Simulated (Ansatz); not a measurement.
## C2H4B2, SMILES BC1=CB1: a rigid scan of one bond length, step by step

Computed with Ansatz's Python interface.

Notebook, run cell by cell (the value of a cell's last expression is shown):

In [1]:
```python
from dataclasses import dataclass

import ansatz as az
import numpy as np
```

In [2]:
```python
@dataclass(frozen=True)
class Options:
    basis: str = "6-31G*"
    xc: str = "pbe0"


cfg = Options()

mol = (
    az.Crystal.molecule()
    .atom("B", [-0.5278, 1.4286, -0.111])
    .atom("C", [-0.0075, 0.0259, 0.0041])
    .atom("C", [0.9541, -0.8401, 0.4888])
    .atom("B", [-0.0428, -1.414, -0.3189])
    .atom("H", [-0.0163, 2.3698, 0.3763])
    .atom("H", [-1.5676, 1.6794, -0.7376])
    .atom("H", [1.925, -0.9855, 1.0755])
    .atom("H", [-0.6249, -2.3212, -0.833])
)

symbols = [site.symbol for site in mol.cartesian_sites]
start = np.array([site.position_ang for site in mol.cartesian_sites])
axis = (start[6] - start[2]) / np.linalg.norm(start[6] - start[2])
moving = [6]
lengths, energies = [1.006, 1.052, 1.098, 1.144, 1.189, 1.235, 1.281, 1.35], []
for length in lengths:
    xyz = start.copy()
    xyz[moving] += (length - np.linalg.norm(start[6] - start[2])) * axis
    point = az.Crystal.molecule()
    for symbol, place in zip(symbols, xyz):
        point = point.atom(symbol, place.tolist())
    calc = point.calculation()
    calc = calc.basis(gaussian=cfg.basis)
    calc = calc.functional(cfg.xc)
    data = calc.run(threads=1).report
    energies.append(data["free_energy_ev"])
    print(f"r = {length:6.3f} A  E = {energies[-1]:.5f} eV  <S^2> = {abs(data['mean_field']['state']['spin_squared']):.3f}")
```
```text
r =  1.006 A  E = -3483.95298 eV  <S^2> = 0.000
r =  1.052 A  E = -3484.06651 eV  <S^2> = 0.000
r =  1.098 A  E = -3484.08778 eV  <S^2> = 0.000
r =  1.144 A  E = -3484.03853 eV  <S^2> = 0.000
r =  1.189 A  E = -3483.93865 eV  <S^2> = 0.000
r =  1.235 A  E = -3483.79711 eV  <S^2> = 0.000
r =  1.281 A  E = -3483.62644 eV  <S^2> = 0.000
r =  1.350 A  E = -3483.33405 eV  <S^2> = 0.000
```

In [3]:
```python
# quartic fit about the minimum
fit = np.polynomial.Polynomial.fit(lengths, np.array(energies) - min(energies), 4).convert()
roots = [r.real for r in fit.deriv().roots() if abs(r.imag) < 1e-9 and fit.deriv(2)(r.real) > 0]
r_e = min(roots, key=lambda r: abs(r - lengths[int(np.argmin(energies))]))
print(f"minimum of the fit at {r_e:.4f} A, force constant {fit.deriv(2)(r_e):.2f} eV/A^2")
```
```text
minimum of the fit at 1.0873 A, force constant 35.53 eV/A^2
```

These settings explore the input space; basis and method may be short of convergence. The rest of the molecule is held rigid at a force-field or estimated start geometry, and the basis set is modest; single-reference methods fail as a bond breaks. The orbitals are restricted, so S² is zero by construction. Hardware and time: 10 s on 1 thread of Arm Neoverse V2 (shared host), peak memory 0.19 GiB.
